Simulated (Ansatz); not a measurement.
**C₂H₅BOSi: small, medium and large basis sets**

The task here is to estimate one member of a computed series from the others.

Computed with Ansatz 0.2.0, Gaussian basis. Level: one geometry, several basis sets.

Plan: PBE0-D4/def2-SVP; ωB97M-V/def2-SVP; PBE0-D4/def2-QZVPP; ωB97M-V/def2-QZVPP; the functionals' def2-TZVPP values are taken from earlier runs.

1 further run of the same task is left out (it didn't finish).

## The relaxed structure

All runs share one geometry, relaxed beforehand with PBE0-D4 in a triple-zeta def2 set.

SMILES `BOC1=C[SiH2]1`, 10 atoms, charge 0, spin multiplicity 1.

Atoms are counted from 1 here; the program's logs count them from 0.

Bond lengths: B1–O2 1.359 Å, B1–H6 1.193 Å, B1–H7 1.196 Å, O2–C3 1.354 Å, C3–C4 1.330 Å, C3–Si5 1.798 Å, C4–Si5 1.820 Å, C4–H8 1.082 Å, Si5–H9 1.484 Å, Si5–H10 1.484 Å. Angles: O2–B1–H6 115.8°, O2–B1–H7 120.6°, H6–B1–H7 123.6°, B1–O2–C3 122.0°, O2–C3–C4 138.6°, O2–C3–Si5 152.0°, C4–C3–Si5 69.3°, C3–C4–Si5 67.6°, C3–C4–H8 138.3°, Si5–C4–H8 154.2°, C3–Si5–C4 43.1°, C3–Si5–H9 122.1°, C3–Si5–H10 122.1°, C4–Si5–H9 121.7°, C4–Si5–H10 121.7°, H9–Si5–H10 110.7°.

The first run:

File in.yaml:

```yaml
crystal:
  periodic: [false, false, false]
  atoms:
    - {symbol: B, position_ang: [-1.792661, 1.206579, 0.399471]}
    - {symbol: O, position_ang: [-0.473738, 1.281651, 0.078807]}
    - {symbol: C, position_ang: [0.290872, 0.174937, -0.073360]}
    - {symbol: C, position_ang: [0.159077, -1.146660, -0.004630]}
    - {symbol: Si, position_ang: [1.855516, -0.638319, -0.425666]}
    - {symbol: H, position_ang: [-2.361157, 2.250307, 0.505990]}
    - {symbol: H, position_ang: [-2.321052, 0.144932, 0.558401]}
    - {symbol: H, position_ang: [-0.617533, -1.870660, 0.201919]}
    - {symbol: H, position_ang: [2.387364, -0.760290, -1.805576]}
    - {symbol: H, position_ang: [2.956413, -0.693676, 0.567744]}
basis:
  gaussian: {orbitals: def2-SVP}
hamiltonian: {xc: pbe0, dispersion: d4}
output: {orbitals: {seedname: orbitals}}
```

Run with:

```bash
> ansatz run in.yaml --threads 2 --pin off --events-out ev --progress --plain --max-ram 4352MiB
```

Steps of the session up to this table: PBE0-D4 in def2-SVP; ωB97M-V in def2-SVP; PBE0-D4 in def2-QZVPP; ωB97M-V in def2-QZVPP.

One of the session's tables, all rows but one given; the rest of the session is left out.

| functional | basis | HOMO (eV) |
| --- | --- | --- |
| PBE0-D4 | def2-SVP | -7.83 |
| PBE0-D4 | def2-TZVPP | -7.81 |
| PBE0-D4 | def2-QZVPP | ? |
| ωB97M-V | def2-SVP | -9.96 |
| ωB97M-V | def2-TZVPP | -9.98 |
| ωB97M-V | def2-QZVPP | -9.98 |

Estimate the missing values for PBE0-D4, def2-QZVPP.

The run gave: HOMO (eV): -7.82. In the column «HOMO (eV)» it lies between PBE0-D4, def2-SVP (-7.83) and PBE0-D4, def2-TZVPP (-7.81).
